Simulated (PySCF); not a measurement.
**GeSe+: bond curves at several levels of theory**

The task here is to estimate one member of a computed series from the others.

Method: Ge def2-TZVPPD, Se def2-TZVPPD, no relativity; program: PySCF 2.14.0.

Set-up of the first run:

A driver script around PySCF takes these settings:

```
atoms                         : Ge, Se
charge                        : 1
basis                         : Ge def2-TZVPPD, Se def2-TZVPPD
Hamiltonian                   : no relativity
basis functions               : 111
electrons treated             : 65
masses in u                   : 73.9212, 79.9165
levels                        : PBE0, PBE, r²SCAN, M06, LDA, TPSS, MN15, M06-2X, LC-ωPBE, HF, MP2, SCS-MP2
grid                          : 80 radial by 434 angular points
occupations                   : held fixed by the projection of orbital angular momentum
dissociation limit            : Ge+ + Se, each in its ground configuration
starting distance in angstrom : 2.375
values of 2S to try           : 1, 3
```

Started as:

```sh
$ OMP_NUM_THREADS=2 python dia.py task.json out
```

Among the steps run: Input; First curve: PBE0; Excited determinants; PBE; r²SCAN; M06 (hybrid meta-GGA); LDA; TPSS (meta-GGA); MN15 (hybrid meta-GGA); M06-2X; LC-ωPBE (range-separated hybrid); UHF.

One of the session's tables, all rows but one given; the rest of the session is left out.

Energy (eV) from each level's lowest point:

```
R (Å)    UHF  UHF-MP2  UHF-SCS-MP2    LDA    PBE
1.975  1.241    1.158        1.201  1.123  1.343
2.066  0.541    0.490        0.519  0.486  0.630
2.158  0.162    0.136        0.152  0.143  0.223
2.227      ?        ?            ?      ?      ?
2.296  0.000    0.000        0.000  0.000  0.000
2.365  0.043    0.054        0.046  0.042  0.008
2.457  0.186    0.209        0.192  0.174  0.101
2.571  0.456    0.495        0.469  0.423  0.307
2.709  0.846    0.954        0.922  0.789  0.629
2.893  1.289    1.831        1.784  1.314  1.100
```

Q: Estimate the row for R (Å) = 2.227 from the others.

Worked estimate for «UHF». A straight line through the neighbours (2.158, 0.162) and (2.296, 0.000) gives 0.162 + (0.000 − 0.162) × (2.227 − 2.158) / (2.296 − 2.158) = 0.081; a parabola fitted to 4 rows on both sides gives 0.027.

As computed: UHF: 0.032; UHF-MP2: 0.020; UHF-SCS-MP2: 0.028; LDA: 0.027; PBE: 0.064. In «UHF» the line misses by +0.049 and the parabola by -0.005.
